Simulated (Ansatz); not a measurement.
Run this with Ansatz 0.2.0 through its Python package and show what comes out.

`libi2i2o2_sym.py`
```python
# -*- coding: utf-8 -*-
"""What the space group makes of the typed atoms of LiBi2I2O2."""

import ansatz as az
import numpy as np


def main():
    crystal = (
        az.Lattice.from_parameters(4.189358, 4.189358, 10.170846, alpha=90, beta=90, gamma=90)
        .space_group(99, hermann_mauguin="P4mm")
        .atom("Li", [0.5, 0.5, 0.57985])
        .atom("Bi", [0.5, 0.5, 0.904596])
        .atom("Bi", [0.0, 0.0, 0.122877])
        .atom("I", [0.0, 0.0, 0.661779])
        .atom("I", [0.5, 0.5, 0.309928])
        .atom("O", [0.5, 0.0, 0.00736])
    )

    read = crystal.crystallographic_orbits()
    print("group", read["space_group"], read["hermann_mauguin"], "conventional content", read["formula"])
    print("orbits:", [orbit["symbol"] + " " + str(orbit["wyckoff"]) for orbit in read["orbits"]])
    for pair in read["least_distances"]:
        print(f"  shortest {pair['first']}-{pair['second']}: {pair['distance_ang']:.3f} A")
    print("atoms in the primitive and conventional cells:", len(crystal.primitive().resolved().sites), len(crystal.conventional().resolved().sites))
    built = crystal.resolved()
    vectors = np.array(built.lattice.vectors)
    print("cell vectors (A)")
    print(vectors.round(4) + 0.0)
    for index, site in enumerate(built.sites):
        print(index, site.symbol, np.round(site.position, 4) + 0.0)


if __name__ == "__main__":
    main()
```

```console
$ python libi2i2o2_sym.py
group 99 P4mm conventional content Li1Bi2I2O2
orbits: ['Li 1b', 'Bi 1b', 'Bi 1a', 'I 1a', 'I 1b', 'O 2c']
  shortest Li-Li: 4.189 A
  shortest Li-Bi: 3.303 A
  shortest Li-I: 2.745 A
  shortest Li-O: 4.826 A
  shortest Bi-Bi: 3.702 A
  shortest Bi-I: 3.521 A
  shortest Bi-O: 2.341 A
  shortest I-I: 4.189 A
  shortest I-O: 3.723 A
  shortest O-O: 2.962 A
atoms in the primitive and conventional cells: 7 7
cell vectors (A)
[[ 4.1894  0.      0.    ]
 [ 0.      4.1894  0.    ]
 [ 0.      0.     10.1708]]
0 Li [0.5    0.5    0.5798]
1 Bi [0.5    0.5    0.9046]
2 Bi [0.     0.     0.1229]
3 I [0.     0.     0.6618]
4 I [0.5    0.5    0.3099]
5 O [0.5    0.     0.0074]
6 O [0.     0.5    0.0074]
```

The structure comes from a database and needn't be a stable phase.

(A comment or docstring line of the script was reworded after the run, the code is as it ran.)
